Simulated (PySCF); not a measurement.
**HfO(OH)₂: structure of the singlet**

Aim: relax HfO(OH)₂ as a singlet from a T-shaped (ligand arrangement 1) start, check by its vibrations whether the end is a minimum, and collect its spectrum and constants.

Method: PBE0, basis Hf def2-TZVP with ECP60, O def2-TZVP, H def2-TZVP, scalar-relativistic core potentials, no spin–orbit coupling, density fitting; program: PySCF 2.14.0.

## Step 1: Where the work starts

6 atoms, charge 0, spin multiplicity 1.

Bond lengths: Hf1–O2 1.850 Å, Hf1–O3 2.150 Å, Hf1–O4 2.150 Å, O3–H5 0.960 Å, O4–H6 0.960 Å. Angles: O2–Hf1–O3 88.0°, O2–Hf1–O4 88.0°, O3–Hf1–O4 176.0°, Hf1–O3–H5 130.0°, Hf1–O4–H6 130.0°.

Z-matrix (Å, degrees; charge 0 multiplicity 1):
```
Hf
O  1 1.8500
O  1 2.1500 2 88.00
O  1 2.1500 2 88.00 3 180.00
H  3 0.9600 1 130.00 2 89.99
H  4 0.9600 1 130.00 2 89.99
```

## Step 2: Finding the electronic state

The steps below are one call of a driver around PySCF. For each, scf.py gives the equivalent set-up of the SCF; relaxations use the driver's own optimiser. After this first run the driver tries any further starts and a stability analysis.

The input, scf.py:

```python
from pyscf import gto, scf, dft
mol = gto.M(atom='''
Hf     0.000000     0.000000     0.000000
O      0.000000     0.000000     1.850000
O      2.148700     0.000000     0.075000
O     -2.148700     0.000000     0.075000
H      2.765400    -0.735400     0.096600
H     -2.765400     0.735400     0.096600''',
    basis={'Hf': 'def2-TZVP', 'O': 'def2-TZVP', 'H': 'def2-TZVP'},
    ecp={'Hf': 'def2-TZVP'},
    charge=0, spin=0)
mf = dft.RKS(mol, xc='PBE0')
mf.grids.atom_grid = (50, 194)
aux = {'Hf': 'def2-universal-JKFIT', 'O': 'def2-universal-JKFIT', 'H': 'def2-universal-JKFIT'}
mf = mf.density_fit(auxbasis=aux)
mf.conv_tol = 1e-08
mf.diis_space = 10
mf.max_cycle = 60
mf.init_guess = 'minao'
mf.verbose = 4
mf.kernel()
```

The run is started by

```bash
> OMP_NUM_THREADS=4 python axn.py task.json out
```

Further steps of the session: Relaxation: T-shaped (ligand arrangement 1) start, singlet; Is it a minimum? Harmonic modes; Downhill along the imaginary mode; Frequencies.

**Question.** What will these runs give? Wanted: minimum; geometry; wavenumbers; dipole moment; highest occupied, lowest empty level; polar-tensor charge of Hf1; zero-point energy; atomisation energy.

As calculated:

| quantity | value |
| --- | --- |
| minimum | singlet, Cs |
| geometry | Hf–O 1.766 Å, Hf–O 1.962 Å (×2), O–H 0.956 Å (×2); H–O–Hf 134.1° (×2), O–Hf–O 111.7° (×2), O–Hf–O 114.2° |
| wavenumbers (cm⁻¹) | 111 (a'), 177 (a'), 201 (a''), 402 (a'), 416 (a''), 496 (a''), 519 (a'), 651 (a''), 657 (a'), 923 (a'), 3956 (a''), 3958 (a') |
| dipole moment | 3.48 D |
| highest occupied, lowest empty level | -7.90, -2.61 eV |
| polar-tensor charge of Hf1 | +2.29 e |
| zero-point energy | 74.6 kJ/mol |
| entropy at 298.15 K | 333.8 J/(mol K) |
| atomisation energy (no zero-point energy) | 2604 kJ/mol |

In words: The T-shaped (ligand arrangement 1) start (C2) ends in a minimum of Cs symmetry, after a stop at a saddle point 7.6 kJ/mol higher, from which it was pushed off along an imaginary mode. The strongest infrared band lies at 402 cm⁻¹ (a'). Other starts or spin states, not run here, may lie lower. Spin–orbit coupling, left out here, can matter for elements this heavy.
